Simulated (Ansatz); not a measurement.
## K, space group P6_3/mmc: a supercell folding check

Run with the Python package of Ansatz (0.2.0).

`run_fold.py`
```python
"""A supercell of K must give the energy of the small cell."""

from dataclasses import dataclass

import ansatz as az
from ase import Atoms
import pandas as pd


@dataclass(frozen=True)
class Options:
    functional: str = "r2SCAN"
    vdw: str = "d4"
    filling: str = "methfessel_paxton"
    smearing_width: float = 0.15
    tolerance: float = 1e-08


settings = Options()


def main() -> None:
    atoms = Atoms(
        ["K", "K"],
        scaled_positions=[
            (1 / 3, 2 / 3, 0.25),
            (2 / 3, 1 / 3, 0.75),
        ],
        cell=[
            (4.76239602, 0.0, 0.0),
            (-2.38119801, 4.12435594, 0.0),
            (0.0, 0.0, 7.82997132),
        ],
        pbc=True,
    )
    system = az.Crystal.from_ase(atoms)

    # the mesh shrinks as the cell grows, so that all cells sample the same points
    mesh = (4, 4, 4)
    rows = []
    for repeats in [(1, 1, 1), (1, 1, 2)]:
        job = (
            system.supercell(*repeats).calculation()
            .functional(settings.functional, dispersion=settings.vdw)
            .pseudopotentials("nc")
            .occupations(settings.filling, width=settings.smearing_width)
            .mixing("anderson")
            .scf(tolerance=settings.tolerance)
            .kpoints(*(k // n for k, n in zip(mesh, repeats)))
        )
        report = job.run(threads=1, backend="cpu").report
        n = len(report["lattice"]["sites"])
        rows.append((repeats, n, report["free_energy_ev"] / n, report["fermi_energy_ev"], report["n_kpoints"], report["n_symmetry_ops"]))
    print(pd.DataFrame(rows, columns=["repeats", "atoms", "F/atom eV", "Fermi level eV", "k-points", "symmetry operations"]).round(4).to_string(index=False))


if __name__ == "__main__":
    main()
```

```console
$ python run_fold.py
DeckWarning: basis.ecutwfc = 1240 eV, auto-derived from the records' recommended cutoffs: set by K (normal level)
  repeats  atoms  F/atom eV  Fermi level eV  k-points  symmetry operations
(1, 1, 1)      2  -837.2573          1.6405        12                   24
(1, 1, 2)      4  -837.2573          1.6405         8                   48
```
(Warnings from the package without file and line.)

Notes:
- These settings explore the input space; cutoff and mesh may be short of convergence.
- Such functionals run on norm-conserving files made under PBE, which can move pressures by some GPa.
- Dispersion corrections can be off by several per cent in the lattices of metals, and by several GPa in the pressure at a fixed cell.
- The mesh is modest for a metal, so energies can be off by several to tens of meV an atom and pressures by half a GPa or more; differences at equal mesh fare better.
- This isn't the structure that K takes at ambient conditions.
- The count of operations in a supercell holds its pure translations too, and an uneven repeat can lower the point group.
- Run time: 21 s on 1 thread of AMD EPYC 7R13 Processor (Zen 3), with other jobs on the host, peak memory 1.2 GiB.

(Lines on the test bed's own set-up are left out of the output.)
